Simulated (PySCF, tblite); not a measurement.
# C₆H₁₂BNO: geometry, infrared bands and NMR shifts

What infrared bands and NMR shifts should C₆H₁₂BNO (`CC#[N+][BH2-]OC1CCC1`) show?

The runs use tblite 0.8.0 and PySCF 2.14.0, with density-fitted response routines of our own; the level of theory stands in each step. All values are computed, except where a source is named. Atoms count from 0, in the outputs and in this text.

## Step 1: Starting geometry

21 atoms, charge 0, multiplicity 1; geometry from: force field or distance geometry start.

Bonds of the start (Å): C0–C1 1.48, C1–N2 1.15, N2–B3 1.51, B3–O4 1.45, O4–C5 1.39, C5–C6 1.51, C6–C7 1.51, C7–C8 1.52, C8–C5 1.48, C0–H9 1.11, C0–H10 1.09, C0–H11 1.11, B3–H12 1.23, B3–H13 1.19, C5–H14 1.13, C6–H15 1.10, C6–H16 1.12, C7–H17 1.11, C7–H18 1.10, C8–H19 1.12, C8–H20 1.13.

## Step 2: Relaxing the molecule with GFN2-xTB

Job settings and geometry (Å):

```
{"job": {"kind": "relax", "xc": "GFN2-xTB", "basis": "xTB"}, "charge": 0, "multiplicity": 1}
C      4.488400    -0.446400    -0.524600
C      3.173300    -0.023300     0.000100
N      2.165100     0.315100     0.432500
B      0.828200     0.767900     0.980900
O     -0.178900     0.343400     0.023000
C     -1.446500     0.296300     0.601000
C     -2.074500    -1.055400     0.382200
C     -2.912000    -0.466800    -0.722400
C     -2.560700     0.902800    -0.167500
H      4.483600    -0.142300    -1.590900
H      5.329400     0.036900    -0.035800
H      4.578500    -1.555900    -0.469100
H      0.627800     0.170000     2.032100
H      0.809500     1.935700     1.186300
H     -1.382300     0.598800     1.689100
H     -1.370300    -1.796400    -0.022000
H     -2.632700    -1.408600     1.281800
H     -2.389200    -0.653600    -1.685600
H     -3.985900    -0.723200    -0.681500
H     -3.398300     1.349100     0.423700
H     -2.161500     1.572800    -0.978900
```

Command:

```sh
$ OMP_NUM_THREADS=1 python probes_run.py task.json out
```

The driver reads the jobs from task.json and runs them one after another.

**Question.** This job is followed by: GFN2-xTB harmonic vibrations, gas phase; GIAO PBE0/pcSseg-1 NMR shielding, non-relativistic, gas phase. What will the session give for the following? strongest single infrared mode (GFN2-xTB); zero-point energy (GFN2-xTB); ¹³C shifts against TMS (PBE0/pcSseg-1, means over atoms taken as alike); ¹H shifts against TMS (PBE0/pcSseg-1, means over atoms taken as alike); ¹⁵N shifts against NH3 (PBE0/pcSseg-1); ¹¹B shifts against BF3·OEt2 (PBE0/pcSseg-1); ¹⁷O shifts against H2O (PBE0/pcSseg-1); surface potential, 1st and 99th percentile.

The runs gave:

| quantity | value |
| --- | --- |
| strongest single infrared mode (GFN2-xTB) | 1058 cm⁻¹, 189 km/mol |
| zero-point energy (GFN2-xTB) | 107.3 kcal/mol |
| ¹³C shifts against TMS (PBE0/pcSseg-1, means over atoms taken as alike) | 127.4, 76.9, 35.5, 14.0, 2.3 ppm |
| ¹H shifts against TMS (PBE0/pcSseg-1, means over atoms taken as alike) | 4.23, 2.80, 2.40, 2.30, 1.91, 1.70, 1.62 ppm |
| ¹⁵N shifts against NH3 (PBE0/pcSseg-1) | 246.3 ppm |
| ¹¹B shifts against BF3·OEt2 (PBE0/pcSseg-1) | -12.4 ppm |
| ¹⁷O shifts against H2O (PBE0/pcSseg-1) | 105.3 ppm |
| surface potential, 1st and 99th percentile | -2.14 V and 1.96 V |

**Reading.** Over 150 steps the energy fell by 0.851 eV; of the close pairs, C5–C8 changed most, 1.483 to 1.543 Å. All 57 modes are real, so the xTB geometry is a minimum. The strongest single mode, at 1058 cm⁻¹, is spread over many atoms; the largest shares are those of H12, H13. GFN2-xTB is a fitted tight-binding method: band positions and strengths are rough. Its intensities can rank the bands wrongly. The most deshielded hydrogen is H14 (hydrogen on an sp3 CH bonded to O), at 4.23 ppm: its carbon carries O, an electronegative neighbour. At PBE0/pcSseg-1: The largest span, 472 ppm, is at N2, where the paramagnetic term is -316 ppm. At PBE0/pcSseg-1, counted by nearest atom on the grid, the HOMO lies on O4 54 %; C6 13 %, the LUMO on C1 40 %; N2 31 %.
